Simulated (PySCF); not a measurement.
# A diatomic session: MgBe

Aim: find the lowest electronic state of MgBe, scan its bond at several levels of theory, and get bond length, wavenumber and dissociation energy from each curve.

The runs use PySCF 2.14.0; Mg jorge-DZP-DKH, Be jorge-DZP-DKH, spin-free X2C with a Gaussian nucleus.

### 1 The job

The job is set up so:

```
atoms                         : Mg, Be
charge                        : 0
basis                         : Mg jorge-DZP-DKH, Be jorge-DZP-DKH
Hamiltonian                   : spin-free X2C with a Gaussian nucleus
basis functions               : 39
electrons treated             : 16
masses in u                   : 23.9850, 9.0122
levels                        : PBE0, PBE, r²SCAN, BP86, LDA, M06-2X, CAM-B3LYP, HF, MP2, SCS-MP2, CCSD, CCSD(T)
grid                          : 80 radial by 434 angular points
occupations                   : held fixed by the projection of orbital angular momentum
dissociation limit            : Mg + Be, each in its ground configuration
starting distance in angstrom : 2.315
values of 2S to try           : 0, 2
```

On the command line:

```console
$ OMP_NUM_THREADS=1 python dia.py task.json out
```

The runs that follow: The PBE0 curve of the state that the search chose; Other states along the same grid; PBE; r²SCAN; BP86; LDA (local density); M06-2X (hybrid meta-GGA); CAM-B3LYP (range-separated hybrid); RHF (mean field); MP2 and coupled cluster.

Q: Predict the outcome of this session. Wanted: for each run, Re; ωe; De; μ.

The runs gave:

Lowest PBE0 solution found, without spin–orbit coupling: ¹Σ⁺ (singlet), closed shell. The other levels ran on it alone.

```tsv
level	Re (Å)	ωe (cm⁻¹)	De (eV)	μ (D)
LDA	2.913	209.9	0.338	-0.69
PBE	2.976	193.6	0.245	-0.68
BP86	3.007	179.9	0.183	-0.66
r²SCAN	3.005	189.3	0.212	-0.59
PBE0	3.071	164.5	0.170	-0.52
M06-2X	3.332	114.8	0.085	-0.28
CAM-B3LYP	3.621	54.1	0.018	-0.19
```

De is counted to Mg + Be in their ground configurations. A positive dipole means Mg(−)Be(+). No constants: RHF (no minimum is bracketed among the points kept); RHF-MP2 (no minimum is bracketed among the points kept); RHF-SCS-MP2 (no minimum is bracketed among the points kept); RHF-CCSD (no minimum is bracketed among the points kept); RHF-CCSD(T) (no minimum is bracketed among the points kept).

What this shows: Bond lengths run from 2.913 Å (LDA) to 3.621 Å (CAM-B3LYP). Among the levels with a De in the table, it runs from 0.018 eV (CAM-B3LYP) to 0.338 eV (LDA).

Correlated steps freeze 1 core orbital. The bond is weak, and basis-set superposition, which was not computed, may be a sizeable part of it.
